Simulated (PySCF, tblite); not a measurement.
# C₇H₇FOS: geometry, infrared bands and NMR shifts

Wanted: the infrared bands and NMR shifts of C₇H₇FOS (`CCc1ccsc1C(=O)F`), by calculation.

The runs use tblite 0.8.0 and PySCF 2.14.0, with density-fitted response routines of our own; the level of theory stands in each step. All values are computed, except where a source is named. Atoms are numbered from 0 throughout.

## 1. The molecule as given

17 atoms, charge 0, multiplicity 1; geometry from: force field or distance geometry start.

Bonds of the start (Å): C0–C1 1.51, C1–C2 1.51, C2–C3 1.42, C3–C4 1.37, C4–S5 1.71, S5–C6 1.71, C6–C7 1.45, C7–O8 1.22, C7–F9 1.33, C6–C2 1.40, C0–H10 1.10, C0–H11 1.09, C0–H12 1.08, C1–H13 1.09, C1–H14 1.10, C3–H15 1.10, C4–H16 1.08.

## 2. Optimising the geometry with GFN2-xTB

What the job is given:

```
{"job": {"kind": "relax", "xc": "GFN2-xTB", "basis": "xTB"}, "charge": 0, "multiplicity": 1}
C     -1.991200    -0.816300    -0.304200
C     -1.045400    -0.418200     0.801100
C      0.360600    -0.159600     0.306400
C      1.390600    -1.140000     0.301000
C      2.578100    -0.680000    -0.192800
S      2.455100     0.948800    -0.692800
C      0.813900     1.047700    -0.229800
C      0.111200     2.296700    -0.418200
O     -1.063600     2.514200    -0.154600
F      0.792400     3.312500    -0.948000
H     -2.999000    -1.011000     0.104000
H     -2.093500    -0.021900    -1.049300
H     -1.664400    -1.717500    -0.807200
H     -1.419800     0.453600     1.341100
H     -1.009700    -1.224600     1.551700
H      1.264900    -2.160000     0.686200
H      3.512900    -1.212400    -0.304500
```

Run with:

```sh
$ OMP_NUM_THREADS=1 python probes_run.py task.json out
```

This one command runs all jobs of the session in turn.

**Question.** This job is followed by: GFN2-xTB harmonic vibrations, gas phase; GIAO PBE0/pcSseg-1 NMR shielding, non-relativistic, gas phase. Predict these results of the whole session: strongest single infrared mode (GFN2-xTB); zero-point energy (GFN2-xTB); 13C shifts against TMS (PBE0/pcSseg-1); 1H shifts against TMS (PBE0/pcSseg-1, means over atoms taken as alike); 33S shifts against CS2 (PBE0/pcSseg-1); 17O shifts against H2O (PBE0/pcSseg-1); 19F shifts against CFCl3 (PBE0/pcSseg-1).

The runs gave:

| quantity | value |
| --- | --- |
| strongest single infrared mode (GFN2-xTB) | 1807 cm⁻¹, 579 km/mol |
| zero-point energy (GFN2-xTB) | 76.8 kcal/mol |
| 13C shifts against TMS (PBE0/pcSseg-1) | 168.5, 160.6, 145.4, 135.3, 128.2, 28.2, 18.3 ppm |
| 1H shifts against TMS (PBE0/pcSseg-1, means over atoms taken as alike) | 7.55, 7.17, 3.31, 1.29 ppm |
| 33S shifts against CS2 (PBE0/pcSseg-1) | 255 ppm |
| 17O shifts against H2O (PBE0/pcSseg-1) | 415.6 ppm |
| 19F shifts against CFCl3 (PBE0/pcSseg-1) | 38.6 ppm |

What this shows: Relaxing lowered the energy by 0.177 eV in 37 steps; the close pair that moved most is C7–F9, from 1.333 to 1.375 Å. No mode is imaginary among the 45: a minimum at this level. The strongest single mode, at 1807 cm⁻¹, moves mainly C7 and O8. GFN2-xTB is a fitted tight-binding method: band positions and strengths are rough. Its intensities can rank the bands wrongly. At PBE0/pcSseg-1: The widest tensor belongs to O8: span 560 ppm, with a paramagnetic part of -485 ppm. NICS(1)zz of -24 ppm above the planar ring from C2 marks a diatropic (aromatic) ring current.
